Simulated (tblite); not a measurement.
# C7H14O: the cost of one run

The runs use tblite 0.8.0 and PySCF 2.14.0, with density-fitted response routines of our own; the level of theory stands in each step. All values are computed, except where a source is named. Atoms count from 0, in the outputs and in this text.

### Step 1. The starting structure

22 atoms, charge 0, multiplicity 1; geometry from: force field or distance geometry start.

Bonds of the start (Å): C0–C1 1.52, C1–C2 1.48, C2–C3 1.32, C3–C4 1.46, C4–O5 1.34, O5–C6 1.33, C6–C7 1.52, C0–H8 1.12, C0–H9 1.10, C0–H10 1.12, C1–H11 1.14, C1–H12 1.09, C2–H13 1.11, C3–H14 1.10, C4–H15 1.12, C4–H16 1.14, C6–H17 1.13, C6–H18 1.15, C7–H19 1.09, C7–H20 1.13, C7–H21 1.11.

### Step 2. Optimising the geometry with GFN2-xTB

What the job is given:

```
{"job": {"kind": "relax", "xc": "GFN2-xTB", "basis": "xTB"}, "charge": 0, "multiplicity": 1}
C     -3.450500     0.449500     0.157800
C     -2.211700    -0.157800     0.794900
C     -1.097600     0.749000     0.445500
C     -0.025100     0.441300    -0.259500
C      0.303700    -0.879600    -0.789300
O      1.451500    -1.404000    -0.326300
C      2.664900    -0.866500    -0.451100
C      2.984900     0.456800     0.216400
H     -3.143300     1.034300    -0.741400
H     -4.236800    -0.292800    -0.042800
H     -3.848200     1.206400     0.879800
H     -2.352200    -0.191300     1.924900
H     -2.155600    -1.169600     0.388900
H     -1.214200     1.797300     0.790300
H      0.661200     1.289000    -0.432900
H     -0.499800    -1.643100    -0.613100
H      0.393000    -0.847900    -1.922700
H      2.961400    -0.789200    -1.542700
H      3.415200    -1.576100     0.051500
H      2.346600     0.717600     1.062400
H      4.062300     0.448200     0.563000
H      2.980000     1.247900    -0.555200
```

On the command line:

```console
> OMP_NUM_THREADS=1 python probes_run.py task.json out
```

The driver reads the jobs from task.json and runs them one after another.

Q: Estimate the wall time of this first job on 1 thread of Arm Neoverse V1, shared host.

About 1.4 s.
